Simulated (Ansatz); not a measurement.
# LaSi2Ir2: the cost of one run

Method: DFT LDA, scalar-relativistic, plane waves, PAW, in Ansatz 0.2.0.

## Step 1: The structure to begin with

The structure is tetragonal, space group I4/mmm (No. 139). Conventional cell: a = 4.094 Å, b = 4.094 Å, c = 10.248 Å, α = 90.00°, β = 90.00°, γ = 90.00°. La (site symmetry 4/mmm) is surrounded by 8 Si at 3.17 Å and 8 Ir at 3.28 Å. Si (site symmetry 4mm) has 4 Ir at 2.40 Å and 1 Si at 2.60 Å and 4 La at 3.17 Å as nearest neighbours. Ir (site symmetry -4m2) has 4 Si at 2.40 Å as nearest neighbours.

Coordinates:

```cif
data_structure
_symmetry_space_group_name_H-M 'I4/mmm'
_symmetry_Int_Tables_number 139
_cell_length_a 4.0940
_cell_length_b 4.0940
_cell_length_c 10.2480
_cell_angle_alpha 90.000
_cell_angle_beta 90.000
_cell_angle_gamma 90.000
_cell_volume 171.77
loop_
_atom_site_label
_atom_site_type_symbol
_atom_site_symmetry_multiplicity
_atom_site_Wyckoff_symbol
_atom_site_fract_x
_atom_site_fract_y
_atom_site_fract_z
_atom_site_occupancy
La1 La 2 a 0.00000 0.00000 0.00000 1
Si1 Si 4 e 0.00000 0.00000 0.37300 1
Ir1 Ir 4 d 0.00000 0.50000 0.25000 1
```

The structure rests on an entry of the Crystallography Open Database; cell or positions may have been set otherwise for this series.

## Step 2: Relaxing cell and atoms: LaSi2Ir2, no spin

The input, input.yaml:

```yaml
crystal:
  lattice:
    - [-2.047, 2.047, 5.124]
    - [2.047, -2.047, 5.124]
    - [2.047, 2.047, -5.124]
  atoms:
    - { symbol: La, position: [0.0, 0.0, 0.0] }
    - { symbol: Si, position: [0.373, 0.373, 0.0] }
    - { symbol: Si, position: [0.627, 0.627, 0.0] }
    - { symbol: Ir, position: [0.75, 0.25, 0.5] }
    - { symbol: Ir, position: [0.25, 0.75, 0.5] }
scf:
  occupations: { method: gaussian, width: 0.05 }
output:
  forces: true
  stress: true
  eigenvalues: true
  dos: { method: tetrahedron, nscf_kmesh: { grid: [24, 24, 24] }, de: 0.02 }
  write_density: true
  write_potential: true
  elf: true
  volumetric_format: npy
kpoints:
  mp_grid: { grid: [16, 16, 16] }
hamiltonian:
  xc: lda
relax:
  f_tol: 0.005
  max_steps: 60
  cell: { stress_tol: 0.03 }
```

Run with:

```console
$ ansatz run input.yaml --threads 4 --pin off --max-ram 8192MiB --backend cpu --events-out ev --progress --plain --runs-dir out
```

What time and memory should one allow on 4 threads of Arm Neoverse V1, shared host?

About 2.1 min, with a peak of 1.8 GiB.
